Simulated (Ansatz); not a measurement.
**ClFHIn: vertical and adiabatic energies of changing the electron count from a Python script**

Program: Ansatz 0.2.0 through its Python package. Level of theory: r2SCAN+D3(BJ)/def2-SVP. These are calculated values, not measurements.

## (1) The structure

Bond lengths: F1–In2 1.899 Å, In2–Cl3 2.592 Å, In2–H4 1.763 Å. Angles: F1–In2–Cl3 98.8°, F1–In2–H4 107.9°, Cl3–In2–H4 124.3°.

The script holds or builds the structure itself.

## (2) Script

File clfhin.py:

```python
"""How ClFHIn relaxes after losing an electron."""

import itertools
import warnings

import ansatz
from ase.data import atomic_numbers, covalent_radii
import numpy as np

warnings.simplefilter("ignore", ansatz.DeckWarning)

geometry_ang = [
    ("F", (-1.4101, -0.0698, 0.9743)),
    ("In", (-0.2014, -0.1303, -0.4897)),
    ("Cl", (1.7682, -1.3493, 0.6735)),
    ("H", (-0.1012, 1.489, -1.1784)),
]
system = ansatz.Crystal.molecule()
for symbol, xyz in geometry_ang:
    system = system.atom(symbol, xyz)

calc = (
    system.calculation()
    .basis(gaussian="def2-SVP")
    .functional("r2scan", dispersion="d3bj")
)
symbols = [site.symbol for site in system.cartesian_sites]
start = np.array([site.position_ang for site in system.cartesian_sites], dtype=float)
rep = calc.relax(force_tolerance=0.01).run(threads=1).report
end = np.array(rep["positions_ang"])

minimum = ansatz.Crystal.molecule()
for symbol, place in zip(symbols, end):
    minimum = minimum.atom(symbol, place.tolist())
ion = minimum.calculation()
ion = ion.basis(gaussian="def2-SVP").functional("r2scan", dispersion="d3bj")
ion = ion.charge(1).spin("collinear", total=1)
vertical = ion.run(threads=1).report
settled = ion.relax(force_tolerance=0.01, max_steps=80).run(threads=1).report
print(f"vertical ionisation energy   {vertical['free_energy_ev'] - rep['free_energy_ev']:.3f} eV")
print(f"adiabatic, no zero point     {settled['free_energy_ev'] - rep['free_energy_ev']:.3f} eV")
print(f"relaxation energy of the ion {vertical['free_energy_ev'] - settled['free_energy_ev']:.3f} eV")
ionised = np.array(settled["positions_ang"])
# pairs closer than 1.2 times the sum of covalent radii, before or after
radius = [covalent_radii[atomic_numbers[s]] for s in symbols]
span = lambda where, i, j: np.linalg.norm(where[i] - where[j])
bonded = [(i, j) for i, j in itertools.combinations(range(len(symbols)), 2) if min(span(end, i, j), span(ionised, i, j)) < 1.2 * (radius[i] + radius[j])]
print("pair        before    after (A)")
for i, j in bonded:
    print(f"{symbols[i]}{i}-{symbols[j]}{j}".ljust(10), f"{span(end, i, j):8.4f} {span(ionised, i, j):8.4f}")
```

## (3) Running it

Launch:

```bash
> python clfhin.py
```

Q: Estimate wall time and peak memory on 1 thread of Arm Neoverse V1, shared host.

About 3.9 min, with a peak of 0.28 GiB.
